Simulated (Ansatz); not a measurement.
**BH6NOSi: how energies converge with the basis set**

One table from this session's results is given with a row withheld; the runs are named, their logs left out.

Computed with Ansatz 0.2.0, Gaussian basis. Level: one geometry, several basis sets.

Levels to be run: PBE0-D4/def2-SVP; ωB97M-V/def2-SVP; PBE0-D4/def2-QZVPP; ωB97M-V/def2-QZVPP; the functionals' def2-TZVPP values are taken from earlier runs.

### The geometry

An earlier PBE0-D4 in a triple-zeta def2 set relaxation fixed the geometry.

SMILES `OBN[SiH3]`, 10 atoms, charge 0, spin multiplicity 1.

Atoms are counted from 1 here; the program's logs count them from 0.

Bond lengths: O1–B2 1.369 Å, O1–H5 0.957 Å, B2–N3 1.410 Å, B2–H6 1.201 Å, N3–Si4 1.742 Å, N3–H7 1.007 Å, Si4–H8 1.485 Å, Si4–H9 1.484 Å, Si4–H10 1.487 Å. Angles: B2–O1–H5 113.4°, O1–B2–N3 117.2°, O1–B2–H6 121.4°, N3–B2–H6 121.4°, B2–N3–Si4 125.7°, B2–N3–H7 116.9°, Si4–N3–H7 117.3°, N3–Si4–H8 111.7°, N3–Si4–H9 111.6°, N3–Si4–H10 106.6°, H8–Si4–H9 108.6°, H8–Si4–H10 109.1°, H9–Si4–H10 109.2°.

Set-up of the first run:

Contents of in.yaml:

```yaml
crystal:
  periodic: [false, false, false]
  atoms:
    - {symbol: O, position_ang: [-1.328429, 0.930426, -0.768659]}
    - {symbol: B, position_ang: [0.027423, 1.111190, -0.719182]}
    - {symbol: N, position_ang: [0.779844, 0.154263, -0.008252]}
    - {symbol: Si, position_ang: [0.135864, -1.239510, 0.813682]}
    - {symbol: H, position_ang: [-1.785392, 1.610430, -1.263621]}
    - {symbol: H, position_ang: [0.554125, 2.046807, -1.258341]}
    - {symbol: H, position_ang: [1.776751, 0.291147, 0.025279]}
    - {symbol: H, position_ang: [-0.555059, -2.158944, -0.125086]}
    - {symbol: H, position_ang: [-0.816311, -0.851867, 1.884550]}
    - {symbol: H, position_ang: [1.294185, -1.945146, 1.422630]}
basis:
  gaussian: {orbitals: def2-SVP}
hamiltonian: {xc: pbe0, dispersion: d4}
output: {orbitals: {seedname: orbitals}}
```

The run is started by

```console
$ ansatz run in.yaml --threads 2 --pin off --events-out ev --progress --plain --max-ram 4352MiB
```

Steps of the session up to this table: PBE0-D4 in def2-SVP; ωB97M-V in def2-SVP; PBE0-D4 in def2-QZVPP; ωB97M-V in def2-QZVPP.

One of the session's tables, all rows but one given; the rest of the session is left out.

It belongs to the step «Functionals by basis». 

| functional | basis | HOMO (eV) | LUMO (eV) |
| --- | --- | --- | --- |
| PBE0-D4 | def2-SVP | ? | ? |
| PBE0-D4 | def2-TZVPP | -7.85 | 0.53 |
| PBE0-D4 | def2-QZVPP | -7.88 | 0.30 |
| ωB97M-V | def2-SVP | -9.96 | 3.02 |
| ωB97M-V | def2-TZVPP | -10.16 | 1.98 |
| ωB97M-V | def2-QZVPP | -10.19 | 1.45 |

Estimate the missing values for PBE0-D4, def2-SVP.

**Answer.** HOMO (eV): -7.68; LUMO (eV): 1.05. In the column «HOMO (eV)» it is the highest.
